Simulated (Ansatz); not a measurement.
# CGeSi: the cost of one run

Computed with Ansatz 0.2.0, Gaussian basis. Level: cc-pVDZ, all electrons in the functionals, frozen cores in the correlation of double hybrids and RPA.

To be run: wB97M-V, B2PLYP, RPA-PBE, at charge 0, triplet; charge 0, singlet; charge 0, quintet; charge 1, doublet; charge 1, quartet; displaced geometry v1; displaced geometry v2 (not every functional at every point).

25 further runs of the same task are left out: 11 that didn't finish, 14 set aside as unsound or not needed. Runs told in other sessions of the task aren't counted.

**1. What is computed**

The geometry is a PBE0/def2-TZVP stationary point (not a proven minimum). No spin-orbit coupling is included. The filled d shell of Ge may be among the frozen orbitals whatever the setting's name suggests.

3 atoms, charge 0, spin multiplicity 3.

Atoms are counted from 1 here; the program's logs count them from 0.

Bond lengths: C1–Si2 1.692 Å, Si2–Ge3 2.283 Å. Angles: C1–Si2–Ge3 180.0°.

No dispersion term is added; wB97M-V holds VV10 nonlocal correlation.

The geometry shown and the zero of energy belong to the point charge 0, triplet. The yardstick, UCCSD(T), and other wave-function levels (R restricted, U unrestricted, valence and pair active spaces) come from earlier runs.

**2. wB97M-V, charge 0, triplet**

File in.yaml:

```yaml
crystal:
  periodic: [false, false, false]
  atoms:
    - {symbol: C, position_ang: [0.000000, 0.000000, -1.888667]}
    - {symbol: Si, position_ang: [0.000000, 0.000000, -0.197067]}
    - {symbol: Ge, position_ang: [0.000000, 0.000000, 2.085733]}
basis:
  gaussian: {orbitals: cc-pVDZ}
magnetization: {spin_polarized: true, initial_magnetization: 2}
hamiltonian: {xc: {name: wB97M-V}}
output: {forces: true, orbitals: {seedname: orbitals}}
```

Run with:

```
> ansatz run in.yaml --threads 1 --pin off --events-out ev --progress --plain --max-ram 2393MiB
```

**Question.** How long does this run take on 1 thread of Arm Neoverse V2, shared host, and how much memory does it need?

About 44 s, with a peak of 0.28 GiB.
